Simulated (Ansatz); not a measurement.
Runs of Ansatz 0.2.0 on WAu. Symmetry: F-43m, No. 216, cubic system. Conventional cell: a = 5.496 Å, b = 5.496 Å, c = 5.496 Å, α = 90.00°, β = 90.00°, γ = 90.00°. W (site symmetry -43m) has 4 Au at 2.38 Å as nearest neighbours. Around Au (site symmetry -43m) lie 4 W at 2.38 Å. The cell was built by a generator and needn't be a form met in nature.

| task | level | spin | cell | k mesh | points for each segment of the path | gap on the mesh (eV) | pressure (GPa) | relaxed volume (Å³/atom) |
| --- | --- | --- | --- | --- | --- | --- | --- | --- |
| relaxation of cell and atoms | LDA | off | relaxed | 8 × 8 × 8 | - | none | 0.0 | 23.23 |
| band structure | LDA | off | as given | 8 × 8 × 8 | 14 | none | (a) | - |
| band structure | PBEsol | off | as given | 8 × 8 × 8 | 14 | none | (b) | - |
| band structure | LDA | SOC, no magnetisation | as given | 6 × 6 × 6 | 14 | none | 21.7 | - |
| relaxation of cell and atoms | PBEsol | off | relaxed | 8 × 8 × 8 | - | none | 0.0 | 23.72 |

Alike in all rows: potentials or basis Ansatz PAW; cutoff (eV) 420; smearing fermi-dirac 0.05 eV.

Q: Estimate the missing entries.

A: (a) 22.3; (b) 26.2.

Caveats: the PAW data sets come from PBE, with cores solved anew for the run's functional, which leaves a small shift of forces and pressure; so large a pressure means that the cell lies far from this level's equilibrium, or that cutoff or potentials fall short (some runs); the plane-wave basis is chosen anew once the cell has moved, so the energies of steps on either side of that aren't comparable (some runs); spin-orbit coupling is left out, which moves the levels of the heavy elements (some runs).

A k mesh can miss the band edges, and rows without SOC leave out spin-orbit coupling on Au, W.

A gap of «none» marks a metal or a gap under the smearing width.

Runs at the PBE level aren't shown here.
